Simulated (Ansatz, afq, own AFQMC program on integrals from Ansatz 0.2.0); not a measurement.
# ZrCl (doublet): quantum Monte Carlo beside coupled cluster at distance Zr1–Cl2 = 4.963 Å, def2-SVP

Aim: compute ZrCl (doublet) with auxiliary-field quantum Monte Carlo on the same integrals as coupled cluster, and set the energies side by side.

Computed with Ansatz 0.2.0, Gaussian basis, and an in-house AFQMC program (afq) on its integrals; all values are calculated. Level: def2-SVP, frozen cores.

Plan: PBE (unrestricted); r2SCAN (unrestricted); PBE0 (unrestricted); B3LYP (unrestricted); wB97M-V (unrestricted); B2PLYP (unrestricted); CCSD(T) on UHF; Phaseless AFQMC, CISD trial on UHF; Phaseless AFQMC, single-determinant trial on UHF.

5 further runs of the same task are left out: 5 that didn't finish. Runs told in other sessions of the task aren't counted.

## 1. The geometry

The geometry derives from a PBE0/def2-TZVP stationary point (not a proven minimum). One bond is set to the value named and the two fragments are kept rigid. No spin-orbit coupling is included. Elements past krypton take def2 core potentials.

2 atoms, charge 0, spin multiplicity 2.

Atoms are counted from 1 here; the program's logs count them from 0.

No contacts short enough for the rule that draws bonds.

## 2. PBE (unrestricted)

The input, in.yaml:

```yaml
crystal:
  periodic: [false, false, false]
  atoms:
    - {symbol: Zr, position_ang: [0.000000, 0.000000, 0.000000]}
    - {symbol: Cl, position_ang: [0.000000, 0.000000, 4.963000]}
basis:
  gaussian: {orbitals: def2-SVP}
magnetization: {spin_polarized: true, initial_magnetization: 1}
hamiltonian: {xc: {name: PBE}}
output: {orbitals: {seedname: orbitals}}
```

Command:

```sh
$ ansatz run in.yaml --threads 1 --pin off --events-out ev --progress --plain --max-ram 1382MiB
```

The log of the run, cut to the lines that bear on the results:

```text
Functional definition: PBE
  name "PBE"
  cite "Perdew, Burke & Ernzerhof, Phys. Rev. Lett. 77, 3865 (1996) doi:10.1103/PhysRevLett.77.3865"
  parent pbe
[...]
473 factors; their error is unknown
[...]
mean field -13788.41150630 eV, -506.7147767357 hartree, gradient 2.6e-6 eV, S^2 2.110790; 27 other end points of the search recorded, 0 dependent functions left out
reference -13788.41154695 eV, -506.7147782293 hartree; 15, 14 occupied and 34, 35 virtual orbitals, 473 factors
Total energy: -13788.41154695 eV, -506.7147782293 hartree
```

It took 61 s on 1 thread of Intel Xeon 6975P-C (Granite Rapids), shared host.

From the report: ⟨S²⟩ of the determinant 2.111 (pure doublet: 0.75). The determinant of PBE (⟨S²⟩ 2.11) is far from a pure spin state, so its energy mixes those of several spin states; that is harmless only where they are near-degenerate.

## 3. r2SCAN (unrestricted)

Edit in.yaml of step 2 so:

```diff
@@ -8,3 +8,2 @@
 magnetization: {spin_polarized: true, initial_magnetization: 1}
-hamiltonian: {xc: {name: PBE}}
-output: {orbitals: {seedname: orbitals}}
+hamiltonian: {xc: {name: r2SCAN}}
```

The command is unchanged.

The log of the run, cut to the lines that bear on the results:

```text
Functional definition: r2SCAN
  name "r2SCAN"
  cite "Furness, Kaplan, Ning, Perdew & Sun, J. Phys. Chem. Lett. 11, 8208 (2020) doi:10.1021/acs.jpclett.0c02405"
  cite "Furness, Kaplan, Ning, Perdew & Sun, J. Phys. Chem. Lett. 11, 9248 (2020) doi:10.1021/acs.jpclett.0c03077"
  parent r2scan
[...]
473 factors; their error is unknown
[...]
mean field -13793.15449523 eV, -506.8890783638 hartree, gradient 8.1e-6 eV, S^2 2.192888; 29 other end points of the search recorded, 0 dependent functions left out
reference -13793.15452371 eV, -506.8890794104 hartree; 15, 14 occupied and 34, 35 virtual orbitals, 473 factors
Total energy: -13793.15452371 eV, -506.8890794104 hartree
```

Run time: 2.1 min. Hardware: 1 thread of Intel Xeon 6975P-C (Granite Rapids), shared host.

From the report: ⟨S²⟩ of the determinant 2.193 (pure doublet: 0.75). The determinant of r2SCAN (⟨S²⟩ 2.19) is far from a pure spin state, so its energy mixes those of several spin states; that is harmless only where they are near-degenerate.

## 4. PBE0 (unrestricted)

Edit in.yaml of step 3 so:

```diff
@@ -8,2 +8,3 @@
 magnetization: {spin_polarized: true, initial_magnetization: 1}
-hamiltonian: {xc: {name: r2SCAN}}
+hamiltonian: {xc: {name: PBE0}}
+output: {orbitals: {seedname: orbitals}}
```

Launched as before.

The log of the run, cut to the lines that bear on the results:

```text
Functional definition: PBE0
  name "PBE0"
  cite "Adamo & Barone, J. Chem. Phys. 110, 6158 (1999) doi:10.1063/1.478522"
  cite "Perdew, Burke & Ernzerhof, Phys. Rev. Lett. 77, 3865 (1996) doi:10.1103/PhysRevLett.77.3865"
  parent pbe
[...]
488 factors; integrals over basis functions are off by at most 3.3e-4 eV
[...]
mean field -13788.67003364 eV, -506.7242774401 hartree, gradient 4.6e-6 eV, S^2 2.068087; 26 other end points of the search recorded, 0 dependent functions left out
reference -13788.67006348 eV, -506.7242785368 hartree; 15, 14 occupied and 34, 35 virtual orbitals, 488 factors
Total energy: -13788.67006348 eV, -506.7242785368 hartree
```

Run time: 36 s. Hardware: 1 thread of Intel Xeon 6975P-C (Granite Rapids), shared host.

From the report: ⟨S²⟩ of the determinant 2.068 (pure doublet: 0.75). The determinant of PBE0 (⟨S²⟩ 2.07) is far from a pure spin state, so its energy mixes those of several spin states; that is harmless only where they are near-degenerate.

## 5. B3LYP (unrestricted)

Edit in.yaml of step 4 so:

```diff
@@ -8,3 +8,2 @@
 magnetization: {spin_polarized: true, initial_magnetization: 1}
-hamiltonian: {xc: {name: PBE0}}
-output: {orbitals: {seedname: orbitals}}
+hamiltonian: {xc: {name: B3LYP}}
```

Same command.

The log of the run, cut to the lines that bear on the results:

```text
Functional definition: B3LYP
  name "B3LYP"
  cite "Stephens, Devlin, Chabalowski & Frisch, J. Phys. Chem. 98, 11623 (1994) doi:10.1021/j100096a001"
  cite "Becke, Phys. Rev. A 38, 3098 (1988) doi:10.1103/PhysRevA.38.3098"
  cite "Lee, Yang & Parr, Phys. Rev. B 37, 785 (1988) doi:10.1103/PhysRevB.37.785"
  cite "Vosko, Wilk & Nusair, Can. J. Phys. 58, 1200 (1980) doi:10.1139/p80-159"
[...]
488 factors; integrals over basis functions are off by at most 3.3e-4 eV
[...]
mean field -13794.21274976 eV, -506.9279685003 hartree, gradient 3.9e-6 eV, S^2 1.715608; 20 other end points of the search recorded, 0 dependent functions left out
reference -13794.21296399 eV, -506.9279763733 hartree; 15, 14 occupied and 34, 35 virtual orbitals, 488 factors
Total energy: -13794.21296399 eV, -506.9279763733 hartree
```

It took 55 s on 1 thread of Intel Xeon 6975P-C (Granite Rapids), shared host.

From the report: ⟨S²⟩ of the determinant 1.716 (pure doublet: 0.75). The determinant of B3LYP (⟨S²⟩ 1.72) is far from a pure spin state, so its energy mixes those of several spin states; that is harmless only where they are near-degenerate.

## 6. wB97M-V (unrestricted)

Edit in.yaml of step 5 so:

```diff
@@ -8,2 +8,3 @@
 magnetization: {spin_polarized: true, initial_magnetization: 1}
-hamiltonian: {xc: {name: B3LYP}}
+hamiltonian: {xc: {name: wB97M-V}}
+output: {orbitals: {seedname: orbitals}}
```

Launched as before.

The log of the run, cut to the lines that bear on the results:

```text
Functional definition: wB97M-V
  name "wB97M-V"
  cite "Mardirossian & Head-Gordon, J. Chem. Phys. 144, 214110 (2016) doi:10.1063/1.4952647"
  cite "Becke, J. Chem. Phys. 107, 8554 (1997) doi:10.1063/1.475007"
  cite "Vydrov & Van Voorhis, J. Chem. Phys. 133, 244103 (2010) doi:10.1063/1.3521275"
  # Of w^i u^j: cxij and so on, Table III.
[...]
  gx(w, u) = 1 - cx + cx01*u + cx10*w
  gss(w, u) = css00 + css04*u^4 + css10*w + css20*w^2 + css43*w^4*u^3
  gos(w, u) = cos00 + cos10*w + (cos20 + cos21*u)*w^2 + (cos60 + cos61*u)*w^6
[...]
      + integral(e_c_pw_mod_opposite_spin*gos(b97_w_opposite, b97_u_opposite)) + vv10(b, c)
488 factors; integrals over basis functions are off by at most 3.3e-4 eV
123 factors; integrals over basis functions are off by at most 7.3e-5 eV
[...]
mean field -13790.11163581 eV, -506.7772553428 hartree, gradient 1.5e-6 eV, S^2 1.740274; 10 other end points of the search recorded, 0 dependent functions left out
reference -13790.11167758 eV, -506.7772568778 hartree; 15, 14 occupied and 34, 35 virtual orbitals, 488 factors
Total energy: -13790.11167758 eV, -506.7772568778 hartree
```

It took 1.9 min on 1 thread of Intel Xeon 6975P-C (Granite Rapids), shared host; peak memory 0.31 GiB.

From the report: ⟨S²⟩ of the determinant 1.740 (pure doublet: 0.75). The determinant of wB97M-V (⟨S²⟩ 1.74) is far from a pure spin state, so its energy mixes those of several spin states; that is harmless only where they are near-degenerate.

## 7. B2PLYP (unrestricted)

Edit in.yaml of step 6 so:

```diff
@@ -8,3 +8,3 @@
 magnetization: {spin_polarized: true, initial_magnetization: 1}
-hamiltonian: {xc: {name: wB97M-V}}
-output: {orbitals: {seedname: orbitals}}
+hamiltonian: {xc: {name: B2PLYP}}
+correlation: {electrons: outside_noble_gas}
```

Same command.

The log of the run, cut to the lines that bear on the results:

```text
Functional definition: B2PLYP
  name "B2PLYP"
  cite "Grimme, J. Chem. Phys. 124, 034108 (2006) doi:10.1063/1.2148954"
  cite "Becke, Phys. Rev. A 38, 3098 (1988) doi:10.1103/PhysRevA.38.3098"
  cite "Lee, Yang & Parr, Phys. Rev. B 37, 785 (1988) doi:10.1103/PhysRevB.37.785"
[...]
488 factors; integrals over basis functions are off by at most 3.3e-4 eV
[...]
mean field -13783.46678664 eV, -506.5330616399 hartree, gradient 7.1e-10 eV, S^2 1.756093; 14 other end points of the search recorded, 0 dependent functions left out
9 core orbitals not correlated: weight in the atoms' cores, before any rotation towards them, 1.000 or more for the frozen orbitals, at most 0.000 for the correlated occupied ones
reference -13783.46691954 eV, -506.5330665237 hartree; 6, 5 occupied and 34, 35 virtual orbitals, 488 factors
second order -5.07329379 eV of doubles, -0.00000000 eV of singles
Total energy: -13784.83670886 eV, -506.5834053528 hartree
```

It took 61 s on 1 thread of Intel Xeon 6975P-C (Granite Rapids), shared host.

From the report: ⟨S²⟩ of the determinant 1.756 (pure doublet: 0.75). The determinant of B2PLYP (⟨S²⟩ 1.76) is far from a pure spin state, so its energy mixes those of several spin states; that is harmless only where they are near-degenerate.

## 8. CCSD(T) on UHF

Edit in.yaml of step 7 so:

```diff
@@ -8,3 +8,2 @@
 magnetization: {spin_polarized: true, initial_magnetization: 1}
-hamiltonian: {xc: {name: B2PLYP}}
-correlation: {electrons: outside_noble_gas}
+correlation: {method: ccsd_t, electrons: outside_noble_gas, hamiltonian_folder: ham}
```

Same command.

The log of the run, cut to the lines that bear on the results:

```text
Functional definition: HF
  name "HF"
  cite "Fock, Z. Phys. 61, 126 (1930) doi:10.1007/BF01340294"
  parent pbe
[...]
488 factors; integrals over basis functions are off by at most 3.3e-4 eV
[...]
mean field -13762.20086153 eV, -505.7515533065 hartree, gradient 1.3e-10 eV, S^2 1.770625; 66 other end points of the search recorded, 0 dependent functions left out
determinant -13762.20086153 eV, -505.7515533065 hartree, with singles and doubles -13766.91684214 eV, -505.9248623972 hartree
determinant -13762.20084888 eV, -505.7515528416 hartree, with singles and doubles -13766.91687993 eV, -505.9248637862 hartree
determinant -13762.20060216 eV, -505.7515437747 hartree, with singles and doubles -13766.91658986 eV, -505.9248531263 hartree
determinant -13762.20039795 eV, -505.7515362700 hartree, with singles and doubles -13766.91637309 eV, -505.9248451600 hartree
[...]
determinant -13761.62741498 eV, -505.7304795346 hartree, with singles and doubles -13766.63881034 eV, -505.9146449170 hartree
determinant -13761.62739112 eV, -505.7304786577 hartree, with singles and doubles -13766.63879923 eV, -505.9146445087 hartree
determinant -13761.62698274 eV, -505.7304636498 hartree, with singles and doubles -13766.64074251 eV, -505.9147159232 hartree
determinant -13761.62690089 eV, -505.7304606420 hartree, with singles and doubles -13766.63852554 eV, -505.9146344507 hartree
9 core orbitals not correlated: weight in the atoms' cores, before any rotation towards them, 0.999 or more for the frozen orbitals, at most 0.000 for the correlated occupied ones
reference -13762.19764503 eV, -505.7514351023 hartree; 6, 5 occupied and 34, 35 virtual orbitals, 488 factors
second order -3.92441950 eV of doubles, -0.00000000 eV of singles
cycle   1  -4.72384503 eV  change    2.7e-6 eV  update   5.0e-6
perturbative correction -0.07647556 eV, -0.0028104249 hartree
Total energy: -13766.99796562 eV, -505.9278436302 hartree
```

It took 61 s on 1 thread of Intel Xeon 6975P-C (Granite Rapids), shared host.

From the report: ⟨S²⟩ of the determinant 1.778 (pure doublet: 0.75); correlation -4.8003 eV; T1 0.020; largest double amplitude 0.09. The determinant of CCSD(T) (⟨S²⟩ 1.78) is far from a pure spin state, so its energy mixes those of several spin states; high orders of coupled cluster remove much of that, low ones don't.

This run also writes the integrals to the folder ham.

## 9. Phaseless AFQMC, CISD trial on UHF

It reads the integrals that the CCSD(T) run on this determinant wrote.

Command:

```sh
$ afq ham --method phaseless --trial cisd --walkers 60 --populations 1 --least-time 40 --time-step 0.005 --steps-per-block 50 --equilibration-blocks 40 --max-blocks 300 --target-error 0.0008 --factor-cut 1e-05 --start spin_pure --seed 6561 --release-times 0.24,0.6,1.2,2,3,4.2 --release-step 0.04 --release-every 4 --taylor-order 6
```

The log of the run:

```text
orbitals 40  electrons 6 5  factors 278 of 488
reference energy -505.75143510 Eh
CCSD correlation -0.17359796 Eh in 19 cycles, weight of the determinant in the CISD state 0.8740
energy of the start -505.921703 Eh
 block  time / (1/Eh)  mean weight  energy / Eh
     1     0.250  1.0007  -505.920869
     2     0.500  1.0005  -505.922418
     3     0.750  0.9990  -505.925099
     4     1.000  0.9994  -505.925277
     5     1.250  0.9998  -505.925880
     6     1.500  0.9987  -505.927020
     7     1.750  0.9984  -505.925172
     8     2.000  1.0022  -505.924962
     9     2.250  1.0016  -505.927168
    10     2.500  1.0005  -505.930422
    11     2.750  0.9996  -505.926542
    16     4.000  0.9984  -505.930087
    21     5.250  0.9979  -505.927507
    26     6.500  0.9993  -505.927525
    31     7.750  1.0029  -505.929789
    36     9.000  1.0016  -505.932641
    41    10.250  1.0029  -505.932756
    46    11.500  0.9978  -505.921868
    51    12.750  0.9998  -505.935243
    56    14.000  1.0030  -505.933260
    61    15.250  0.9999  -505.925045
    66    16.500  1.0009  -505.926581
    71    17.750  0.9986  -505.930842
    76    19.000  0.9986  -505.924391
    81    20.250  1.0001  -505.922427
    86    21.500  1.0021  -505.926581
    91    22.750  0.9987  -505.923684
    96    24.000  1.0051  -505.924462
   101    25.250  0.9992  -505.924953
   106    26.500  1.0023  -505.924948
   111    27.750  1.0009  -505.929211
   116    29.000  1.0011  -505.925668
   121    30.250  0.9996  -505.924222
   126    31.500  0.9760  -505.937119
   131    32.750  0.9998  -505.931598
   136    34.000  1.0001  -505.925917
   141    35.250  1.0008  -505.922929
   146    36.500  0.9978  -505.928089
   151    37.750  1.0012  -505.924292
   156    39.000  0.9865  -505.926518
   161    40.250  0.9995  -505.927207
   166    41.500  0.9991  -505.919070
   171    42.750  1.0020  -505.921952
   176    44.000  1.0006  -505.929123
   181    45.250  0.9994  -505.924582
   186    46.500  1.0012  -505.928665
   191    47.750  0.9994  -505.921373
   196    49.000  1.0002  -505.927270
blocks merged  error / Eh  count
     1  0.000308  160
     2  0.000359  80
     4  0.000436  40
     8  0.000442  20
    16  0.000459  10
released: time / (1/Eh)  energy / Eh  error  mean overlap
  0.24  -505.927159  0.000514  1.0121
  0.60  -505.927214  0.000664  1.0243
  1.20  -505.925801  0.000914  1.0241
  2.00  -505.928954  0.001022  1.0104
  3.00  -505.927255  0.001430  1.0154
  4.20  -505.919976  0.003063  1.0801
energy -505.926761 +/- 0.000442 Eh
```

Wall time 4.5 min (1 thread of Intel Xeon 6975P-C (Granite Rapids), shared host).

Energy -13766.9685 ± 0.0120 eV. Caveats: constraint bias not in the error.

## 10. Phaseless AFQMC, single-determinant trial on UHF

It reads the integrals that the CCSD(T) run on this determinant wrote.

Command:

```sh
$ afq ham --method phaseless --trial hf --walkers 120 --populations 1 --least-time 40 --time-step 0.005 --steps-per-block 20 --equilibration-blocks 160 --max-blocks 600 --target-error 0.0024000000000000002 --factor-cut 1e-05 --start spin_pure --seed 5344 --taylor-order 6
```

The log of the run:

```text
orbitals 40  electrons 6 5  factors 278 of 488
reference energy -505.75143510 Eh
CCSD correlation -0.17359796 Eh in 19 cycles, weight of the determinant in the CISD state 0.8740
energy of the start -505.751719 Eh
 block  time / (1/Eh)  mean weight  energy / Eh
     1     0.100  0.9990  -505.787576
     2     0.200  1.0010  -505.819094
     3     0.300  1.0019  -505.833469
     4     0.400  1.0019  -505.847836
     5     0.500  1.0003  -505.867350
     6     0.600  1.0032  -505.878523
     7     0.700  0.9999  -505.879258
     8     0.800  1.0005  -505.887526
     9     0.900  1.0001  -505.904355
    10     1.000  1.0016  -505.904748
    15     1.500  0.9980  -505.921557
    29     2.900  0.9987  -505.899439
    43     4.300  1.0001  -505.930218
    57     5.700  1.0013  -505.922163
    71     7.100  0.9999  -505.918146
    85     8.500  0.9999  -505.912836
    99     9.900  1.0000  -505.922614
   113    11.300  0.9988  -505.913040
   127    12.700  1.0000  -505.910370
   141    14.100  1.0013  -505.932838
   155    15.500  0.9994  -505.928170
   169    16.900  0.9980  -505.925407
   183    18.300  1.0014  -505.940689
   197    19.700  1.0016  -505.928856
   211    21.100  1.0008  -505.928996
   225    22.500  0.9988  -505.924295
   239    23.900  1.0011  -505.901699
   253    25.300  0.9982  -505.947213
   267    26.700  1.0004  -505.908761
   281    28.100  1.0015  -505.918672
   295    29.500  0.9995  -505.941384
   309    30.900  1.0004  -505.929855
   323    32.300  0.9999  -505.927882
   337    33.700  0.9989  -505.949275
   351    35.100  0.9970  -505.895970
   365    36.500  1.0002  -505.922115
   379    37.900  0.9991  -505.926144
   393    39.300  0.9998  -505.906175
   407    40.700  0.9999  -505.940530
   421    42.100  0.9952  -505.921026
   435    43.500  1.0011  -505.921238
   449    44.900  1.0021  -505.923918
   463    46.300  1.0035  -505.945911
   477    47.700  0.9998  -505.931884
   491    49.100  1.0023  -505.909810
   505    50.500  0.9993  -505.907283
   519    51.900  1.0015  -505.923154
   533    53.300  1.0002  -505.916557
   547    54.700  1.0001  -505.937076
blocks merged  error / Eh  count
     1  0.000763  400
     2  0.001019  200
     4  0.001312  100
     8  0.001622  50
    16  0.001931  25
    32  0.001612  12
energy -505.922921 +/- 0.001931 Eh
```

Wall time 2.4 min (1 thread of Intel Xeon 6975P-C (Granite Rapids), shared host).

Energy -13766.8640 ± 0.0525 eV. Caveats: constraint bias not in the error.

## 11. All levels side by side

On the UHF determinant, counted from CCSD(T) (a yardstick, not exact):

```
                                                             level  energy (eV)  from CCSD(T) (meV)  statistical error (meV)     time
                                                                HF  -13762.1976             +4800.3                                  
                                                               MP2  -13766.1221              +875.9                                  
                                                              CCSD  -13766.9215               +76.5                                  
                                                           CCSD(T)  -13766.9980                 0.0                                  
               Phaseless AFQMC, CISD trial, step 0.005, 60 walkers  -13766.9685               +29.5                     12.0  4.5 min
Phaseless AFQMC, single-determinant trial, step 0.005, 120 walkers  -13766.8640              +134.0                     52.5  2.4 min
```

The functionals' totals stand on their own zeros and serve differences with other points: PBE -13788.412 eV; r2SCAN -13793.155 eV; PBE0 -13788.670 eV; B3LYP -13794.213 eV; wB97M-V -13790.112 eV; B2PLYP -13784.837 eV.

## 12. Outcome

| quantity | value |
| --- | --- |
| Phaseless AFQMC, CISD trial on UHF from CCSD(T) | +29.5 ± 12.0 meV |
| Phaseless AFQMC, single-determinant trial on UHF from CCSD(T) | +134.0 ± 52.5 meV |

What this shows: On UHF the phaseless walk with the CISD trial lies +29.5 meV from CCSD(T), within three error bars. Error bars are statistical and leave out the constraint, the time step and what remains of the start. Zr carries a core potential, and spin-orbit coupling is left out.
